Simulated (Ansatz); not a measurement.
Relaxation of a periodic cell of 17 atoms, HC$_{16}$ (host C, host structure diamond, interstitial H), cell charge +1, to a largest force component of 0.08 eV/Å in at most 25 steps.

Theory: DFT PBE-D3(BJ), scalar-relativistic, plane waves, PAW (Ansatz 0.2.0). Settings: accuracy low, cutoff 420 eV, k mesh 2x2x2, fermi-dirac smearing 0.05 eV, no spin polarisation.

```xyz
17
Lattice="0.0000 3.5700 3.5700 3.5700 0.0000 3.5700 3.5700 3.5700 0.0000" Properties=species:S:1:pos:R:3
C 0.000 0.000 0.000
C 0.892 0.892 0.892
C 1.785 1.785 0.000
C 2.678 2.678 0.892
C 1.785 0.000 1.785
C 2.678 0.892 2.678
C 3.570 1.785 1.785
C 4.463 2.678 2.678
C 0.000 1.785 1.785
C 0.892 2.678 2.678
C 1.785 3.570 1.785
C 2.678 4.463 2.678
C 1.785 1.785 3.570
C 2.678 2.678 4.463
C 3.570 3.570 3.570
C 4.463 4.463 4.463
H 5.350 3.637 3.524
```

Question: Where does it end, and by what steps?

Answer: It converged. The threshold is loose, so the end isn't yet a minimum. Limits of this set-up: coarse k mesh, low accuracy level, charged cell in a uniform background, uncorrected. After 8 steps the energy has fallen by 1.005 eV; H17 moved furthest, 0.80 Å. Joined: C6–H17, C13–H17.

```json
{"step": "0", "energy less start (eV)": "0.0000", "largest force component (eV/Å)": "1.245", "accepted": "yes"}
{"step": "1", "energy less start (eV)": "-0.0921", "largest force component (eV/Å)": "0.432", "accepted": "yes"}
{"step": "2", "energy less start (eV)": "-0.1483", "largest force component (eV/Å)": "0.725", "accepted": "yes"}
{"step": "3", "energy less start (eV)": "-0.3358", "largest force component (eV/Å)": "1.241", "accepted": "yes"}
{"step": "4", "energy less start (eV)": "-0.5449", "largest force component (eV/Å)": "1.635", "accepted": "yes"}
{"step": "5", "energy less start (eV)": "-0.8734", "largest force component (eV/Å)": "1.142", "accepted": "yes"}
{"step": "6", "energy less start (eV)": "-0.9941", "largest force component (eV/Å)": "0.320", "accepted": "yes"}
{"step": "7", "energy less start (eV)": "-1.0035", "largest force component (eV/Å)": "0.138", "accepted": "yes"}
{"step": "8", "energy less start (eV)": "-1.0050", "largest force component (eV/Å)": "0.032", "accepted": "yes"}
```

```xyz
17
Lattice="0.0000 3.5700 3.5700 3.5700 0.0000 3.5700 3.5700 3.5700 0.0000" Properties=species:S:1:pos:R:3
C 0.016 -0.049 0.028
C 0.909 0.847 0.909
C 1.791 1.741 0.021
C 2.666 2.644 0.912
C 1.799 -0.083 1.765
C 2.767 0.781 2.635
C 3.555 1.767 1.813
C 4.468 2.627 2.703
C 0.015 1.725 1.812
C 0.892 2.645 2.698
C 1.788 3.538 1.816
C 2.682 4.420 2.704
C 1.722 1.826 3.660
C 2.708 2.614 4.481
C 3.568 3.527 3.592
C 4.429 4.428 4.529
H 5.276 4.338 3.144
```

Run time: 18 s on 1 thread of Arm Neoverse V2 (shared host), peak memory 0.34 GiB.
